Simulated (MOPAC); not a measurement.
# AM1 run of GaSiNH5O (SMILES [NH2][Ga][O][SiH3])

We compute a structure relaxation of GaSiNH5O. 

Program for the calculation: MOPAC 23.2.5.

11 further runs of the same task are left out: 1 that didn't finish, 10 set aside as unsound or not needed.

## (1) Starting point

The species is GaSiNH5O (9 atoms), meant as a doublet with charge 0. SMILES: `[NH2][Ga][O][SiH3]`. All atoms were displaced at random from a relaxed shape. The run starts from this shape.

Bond lengths: N1–Ga2 1.837 Å, Ga2–O3 1.798 Å, O3–Si4 1.617 Å, N1–H5 1.009 Å, N1–H6 1.040 Å, Si4–H7 1.497 Å, Si4–H8 1.474 Å, Si4–H9 1.479 Å. Some angles: N1–Ga2–O3 113.8°, Ga2–O3–Si4 140.4°, Ga2–N1–H5 120.3°, Ga2–N1–H6 116.0°, O3–Si4–H7 109.2°, O3–Si4–H8 111.0°, O3–Si4–H9 110.7°, H5–N1–H6 111.0°, H7–Si4–H8 108.1°, H7–Si4–H9 108.2°.

## (2) A geometry optimisation at AM1

File run.mop:

```
AM1 GNORM=0.01 PRECISE DOUBLET CYCLES=300 UHF MULLIK DISP AUX(PRECISION=9) THREADS=1
job GaH5NOSi

N     -0.144507     2.528990    -0.812316
Ga     0.790330     1.154361    -0.030361
O     -0.138119    -0.380770     0.086520
Si    -0.010797    -1.870645     0.702894
H      0.338438     3.353241    -1.136198
H     -0.893792     2.250769    -1.477328
H     -0.242672    -2.874452    -0.382785
H      1.335946    -2.099039     1.257672
H     -1.023505    -2.088523     1.758701
```

Started as:

```console
$ mopac run.mop
```

**Question.** What will come out? Wanted: total energy at the end; dipole moment; HOMO energy; LUMO energy; heat of formation; ⟨S²⟩.

Answer, from the run:

Level: AM1.

| quantity | value |
| --- | --- |
| total energy at the end | -27.20739 Eh |
| dipole moment | 3.26 D |
| HOMO energy (over α and β) | -9.96 eV |
| LUMO energy (over α and β) | -0.67 eV |
| heat of formation | -54.5 kcal/mol |
| ⟨S²⟩ | 0.759 |

In words: At the final geometry: Bond lengths: N1–Ga2 2.031 Å, Ga2–Si4 2.608 Å, O3–Si4 1.722 Å, N1–H5 0.989 Å, N1–H6 0.997 Å, Si4–H7 1.453 Å, Si4–H8 1.590 Å, Si4–H9 1.453 Å. Some angles: N1–Ga2–Si4 134.6°, Ga2–Si4–O3 55.0°, Ga2–N1–H5 137.2°, Ga2–N1–H6 110.9°, Ga2–Si4–H7 122.8°, Ga2–Si4–H8 45.2°, Ga2–Si4–H9 122.8°, O3–Si4–H7 116.6°, O3–Si4–H8 100.2°, O3–Si4–H9 116.6°. The optimisation took 83 steps and changed the energy by -1.562 eV.
